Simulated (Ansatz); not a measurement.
A nudged elastic band was laid between two geometries of a periodic cell of 23 atoms, Si7O16 (host SiO2, host structure P4_2/mnm, one Si atom removed).

Level of theory: DFT PBE, scalar-relativistic, plane waves, PAW (Ansatz). Settings: PAW set soft_1, cutoff 420 eV, k mesh 2x2x2, gaussian smearing 0.02 eV, no spin polarisation.

* movable images: 5
* climbing image: yes
* spring: 5.0 eV/Å²
* optimiser: quadratic models (default)
* start path: IDPP
* force threshold: 0.05 eV/Å
* iteration limit: 33
* end points: relaxed

Initial state:

```xyz
23
Lattice="-4.1501 -4.1501 0.0000 4.1501 -4.1501 0.0000 0.0000 0.0000 5.3150" Properties=species:S:1:pos:R:3
Si -0.001 -4.141 -0.003
Si 2.074 -2.066 1.312
O 1.258 -2.882 -0.003
O 0.853 -0.847 1.406
O -1.260 -5.400 -0.003
O 3.294 -3.287 1.406
Si -0.001 -4.141 2.654
Si 2.074 -2.065 3.997
O 1.249 -2.890 2.654
O 0.853 -0.846 3.903
O -1.252 -5.391 2.654
O 3.293 -3.286 3.903
Si -2.077 -2.067 1.328
O -2.850 -2.840 -0.003
O 0.805 -4.947 1.334
O -1.303 -1.294 -0.003
O -0.806 -3.335 1.334
Si -0.002 0.009 2.655
Si -2.077 -2.066 3.980
O -2.884 -2.874 2.654
O 0.805 -4.947 3.975
O -1.269 -1.260 2.654
O -0.806 -3.336 3.975
```

Final state:

Only the atoms that move by more than 0.05 Å are listed.
```
O4 0.855 -0.855 1.248
O6 3.295 -3.295 1.248
O10 0.855 -0.855 4.067
O12 3.295 -3.295 4.067
O14 -2.882 -2.882 0.000
Si18 0.000 0.000 0.000
O22 -1.303 -1.303 2.658
```

What changes between the two ends?

Contacts lost: Si18–O20, Si18–O22. Contacts made: O14–Si18, O16–Si18. The atom that moves furthest is Si18, by 2.65 Å; four of its nearest neighbours are O10 1.74, O4 1.74, O12 1.74, O6 1.74 Å at the first end and O10 1.74, O12 1.74, O4 1.74, O6 1.74 Å at the last.

What energy profile does the band end with?

The run converged. The highest image is number 4 of 0 to 6, 3.89 eV above the ends, which have the same energy within 2 meV. The profile has 2 maxima (images 2, 4) with wells between them (image 3): this band takes more than one step, which may be the mechanism or a detour left from its start path. Neighbouring images differ by up to 2.4 eV, so the band resolves the path poorly. By the program's own check the climbing image is a first-order saddle point (lowest curvatures found: -13.00 and 1.41 eV/Å²). Limits of this set-up: coarse k mesh, no spin, though dangling bonds at a vacancy may carry it, a small cell, in which the defect meets its images.

```csv
image,path coordinate (Å),energy (eV),Si18–O20 (Å),Si18–O22 (Å),O14–Si18 (Å)
0,0.00,0.00,1.79,1.79,3.23
1,0.55,1.43,1.67,2.01,2.76
2,1.11,3.86,1.59,2.43,2.16
3,1.66,3.35,1.65,2.86,1.65
4,2.21,3.89,2.02,2.93,1.60
5,2.80,1.61,2.69,3.04,1.66
6,3.40,0.00,3.23,3.23,1.79
```

What is the geometry of the highest image?


```xyz
23
Lattice="-4.1501 -4.1501 0.0000 4.1501 -4.1501 0.0000 0.0000 0.0000 5.3150" Properties=species:S:1:pos:R:3:forces:R:3
Si -0.022 -4.168 -0.022 0.00 0.00 0.00
Si 2.027 -2.119 1.353 -0.01 0.03 -0.03
O 1.217 -2.926 -0.033 0.00 0.01 0.00
O 0.804 -1.028 1.372 0.01 -0.05 0.02
O -1.272 -5.424 0.024 -0.01 0.00 0.01
O 3.110 -3.349 1.373 0.03 -0.01 0.01
Si -0.024 -4.170 2.645 -0.01 0.00 0.01
Si 2.049 -2.101 3.979 -0.01 0.00 -0.01
O 1.214 -2.930 2.699 0.00 0.01 0.00
O 0.864 -0.871 4.105 0.01 0.00 0.00
O -1.279 -5.431 2.653 -0.01 0.00 0.00
O 3.276 -3.288 4.109 0.00 0.00 0.00
Si -1.926 -1.922 1.328 0.00 0.00 -0.02
O -2.849 -2.841 -0.008 -0.01 -0.01 0.01
O 0.812 -4.943 1.305 0.00 0.00 0.00
O -1.262 -1.261 -0.076 0.00 0.00 -0.01
O -0.799 -3.337 1.305 0.00 0.00 0.00
Si 0.367 0.375 0.895 0.00 0.03 -0.01
Si -2.070 -2.065 3.923 0.01 0.01 0.00
O -2.888 -2.881 2.468 0.00 -0.01 0.00
O 0.761 -5.012 3.968 0.00 -0.01 0.00
O -1.254 -1.253 2.707 -0.01 -0.01 0.01
O -0.868 -3.388 3.968 -0.01 0.01 0.00
```

The band took 17 iterations and about 14 core-minutes.

The run took 14 min on 1 thread of Arm Neoverse V2, with other jobs on the host, peak memory 0.74 GiB.
